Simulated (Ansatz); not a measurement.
**C3H10AlNO: one species, many methods**

An exercise on one series of results from a longer session: the logs are not shown, and one member is left open.

Program: Ansatz 0.2.0, Gaussian basis. Level of theory: functionals in def2-TZVPP, the program's frozen cores in correlated methods. These are calculated values, not measurements.

Plan: LDA (SPW92), PBE-D4, revPBE-D4, BLYP-D4, r2SCAN-D4, B97M-V, PBE0-D4, B3LYP-D4, r2SCANh-D4, r2SCAN0-D4, HSE06-D4, BHLYP-D4, CAM-B3LYP-D4, LC-ωPBE, ωB97X-V, ωB97M-V, B2PLYP, PBE-QIDH; CCSD(T)/def2-SVP; CCSD(T)/def2-TZVPP; MP2/def2-QZVPP; extrapolation to the limit; RPA on PBE.

**Structure used throughout**

All runs share one geometry, relaxed beforehand with PBE0-D4 in a triple-zeta def2 set.

SMILES `C[O][AlH][N](C)C`, 16 atoms, charge 0, spin multiplicity 1.

Atoms are counted from 1 here; the program's logs count them from 0.

Bond lengths: C1–O2 1.394 Å, C1–H7 1.096 Å, C1–H8 1.096 Å, C1–H9 1.098 Å, O2–Al3 1.688 Å, Al3–N4 1.766 Å, Al3–H10 1.579 Å, N4–C5 1.441 Å, N4–C6 1.442 Å, C5–H11 1.100 Å, C5–H12 1.094 Å, C5–H13 1.100 Å, C6–H14 1.092 Å, C6–H15 1.100 Å, C6–H16 1.100 Å. Angles: O2–C1–H7 110.3°, O2–C1–H8 110.3°, O2–C1–H9 112.7°, H7–C1–H8 107.7°, H7–C1–H9 107.8°, H8–C1–H9 107.8°, C1–O2–Al3 135.1°, O2–Al3–N4 116.8°, O2–Al3–H10 122.4°, N4–Al3–H10 120.8°, Al3–N4–C5 123.0°, Al3–N4–C6 124.1°, C5–N4–C6 112.9°, N4–C5–H11 111.7°, N4–C5–H12 110.8°, N4–C5–H13 111.7°, H11–C5–H12 107.6°, H11–C5–H13 107.1° and more.

Geometry (Å):

```xyz
16

C     1.44349   -2.79063    0.64406
O     0.67360   -1.63884    0.48674
Al    0.82033   -0.21396   -0.40671
N    -0.47949    0.96984   -0.23756
C    -0.49054    2.22987   -0.93697
C    -1.63623    0.78602    0.60427
H     0.86615   -3.67563    0.35440
H     1.73636   -2.91179    1.69292
H     2.35977   -2.77463    0.03923
H     2.05331    0.06788   -1.35222
H    -1.37047    2.32482   -1.58992
H     0.39951    2.33493   -1.56368
H    -0.50998    3.08124   -0.24097
H    -1.58946   -0.17754    1.11548
H    -2.56848    0.81569    0.02150
H    -1.70785    1.57275    1.36943
```

The first run:

in.yaml reads:

```yaml
crystal:
  periodic: [false, false, false]
  atoms:
    - {symbol: C, position_ang: [1.443488, -2.790629, 0.644065]}
    - {symbol: O, position_ang: [0.673596, -1.638835, 0.486745]}
    - {symbol: Al, position_ang: [0.820332, -0.213961, -0.406715]}
    - {symbol: N, position_ang: [-0.479489, 0.969836, -0.237562]}
    - {symbol: C, position_ang: [-0.490542, 2.229866, -0.936965]}
    - {symbol: C, position_ang: [-1.636231, 0.786023, 0.604266]}
    - {symbol: H, position_ang: [0.866145, -3.675634, 0.354401]}
    - {symbol: H, position_ang: [1.736356, -2.911793, 1.692918]}
    - {symbol: H, position_ang: [2.359770, -2.774634, 0.039232]}
    - {symbol: H, position_ang: [2.053313, 0.067878, -1.352223]}
    - {symbol: H, position_ang: [-1.370465, 2.324820, -1.589917]}
    - {symbol: H, position_ang: [0.399506, 2.334925, -1.563680]}
    - {symbol: H, position_ang: [-0.509977, 3.081238, -0.240970]}
    - {symbol: H, position_ang: [-1.589463, -0.177541, 1.115479]}
    - {symbol: H, position_ang: [-2.568476, 0.815690, 0.021500]}
    - {symbol: H, position_ang: [-1.707854, 1.572750, 1.369435]}
basis:
  gaussian: {orbitals: def2-TZVPP}
hamiltonian: {xc: lda}
output: {orbitals: {seedname: orbitals}}
```

Started as:

```
> ansatz run in.yaml --threads 2 --pin off --events-out ev --progress --plain --max-ram 20480MiB --backend cuda --devices 0, --max-vram 18GiB
```

Steps of the session up to this table: LDA; PBE-D4 (GGA); revPBE-D4 (GGA); BLYP-D4 (GGA); r2SCAN-D4 (meta-GGA); B97M-V (meta-GGA); PBE0-D4 (hybrid); B3LYP-D4 (hybrid); r2SCANh-D4 (hybrid); r2SCAN0-D4 (hybrid); HSE06-D4 (hybrid); BHLYP-D4 (hybrid); CAM-B3LYP-D4 (range-separated); LC-ωPBE (range-separated); ωB97X-V (range-separated); ωB97M-V (range-separated); B2PLYP (double hybrid); PBE-QIDH (double hybrid).

One of the session's tables, all rows but one given; the rest of the session is left out.

It belongs to the step «Frontier levels by functional». 

```
  functional  HOMO (eV)  gap (eV)
 LDA (SPW92)      -5.14      4.18
      PBE-D4      -5.02      4.26
   revPBE-D4          ?         ?
     BLYP-D4      -4.90      4.25
   r2SCAN-D4      -5.23      4.83
      B97M-V      -5.38      4.72
     PBE0-D4      -6.26      6.26
    B3LYP-D4      -6.06      5.84
  r2SCANh-D4      -5.70      5.55
  r2SCAN0-D4      -6.42      6.63
    HSE06-D4      -5.86      5.49
    BHLYP-D4      -7.46      8.17
CAM-B3LYP-D4      -7.62      8.50
     LC-ωPBE      -8.95     10.93
     ωB97X-V      -8.63     10.45
     ωB97M-V      -8.55     10.05
```

**Question.** Estimate the row for revPBE-D4.

**Answer.** HOMO (eV): -4.97; gap (eV): 4.30. In the column «HOMO (eV)» it lies between PBE-D4 (-5.02) and BLYP-D4 (-4.90).
